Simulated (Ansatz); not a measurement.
# H4O2Sn: the cost of one run

Method: RKS B3LYP/def2-SVP, in Ansatz 0.2.0.

## 1. The starting structure

Bond lengths: Sn1–H2 1.740 Å, Sn1–O3 1.960 Å, O3–H4 1.010 Å, Sn1–H5 1.739 Å, Sn1–O6 1.959 Å, O6–H7 1.010 Å. Angles: H2–Sn1–O3 109.4°, H2–Sn1–H5 109.5°, H2–Sn1–O6 109.5°, O3–Sn1–H5 109.5°, O3–Sn1–O6 109.5°, H5–Sn1–O6 109.5°, Sn1–O3–H4 109.5°, Sn1–O6–H7 109.5°.

As a file:

```xyz
7

Sn    0.0000    0.0000    0.0000
H     0.0000    0.0000    1.7400
O     1.8483    0.0000   -0.6527
H     2.1646   -0.9521   -0.7693
H    -0.8195    1.4198   -0.5794
O    -0.9232   -1.5994   -0.6527
H    -1.3778   -2.0650    0.1197
```

## 2. Preparing the start

The input, input.yaml:

```yaml
crystal:
  periodic: [false, false, false]
  atoms:
    - { symbol: Sn, position_ang: [0.0, 0.0, 0.0] }
    - { symbol: H, position_ang: [0.0, 0.0, 1.74] }
    - { symbol: O, position_ang: [1.8483, 0.0, -0.6527] }
    - { symbol: H, position_ang: [2.1646, -0.9521, -0.7693] }
    - { symbol: H, position_ang: [-0.8195, 1.4198, -0.5794] }
    - { symbol: O, position_ang: [-0.9232, -1.5994, -0.6527] }
    - { symbol: H, position_ang: [-1.3778, -2.065, 0.1197] }
basis:
  gaussian: { orbitals: def2-SVP }
hamiltonian:
  xc: b3lyp
relax:
  f_tol: 0.02
  max_steps: 40
```

Run with:

```bash
$ ansatz run input.yaml --threads 2 --pin off --max-ram 3072MiB --backend cpu --events-out ev --progress --plain --runs-dir out
```

What time and memory should one allow on 2 threads of Arm Neoverse V1, shared host?

About 33 s, with a peak of 0.17 GiB.
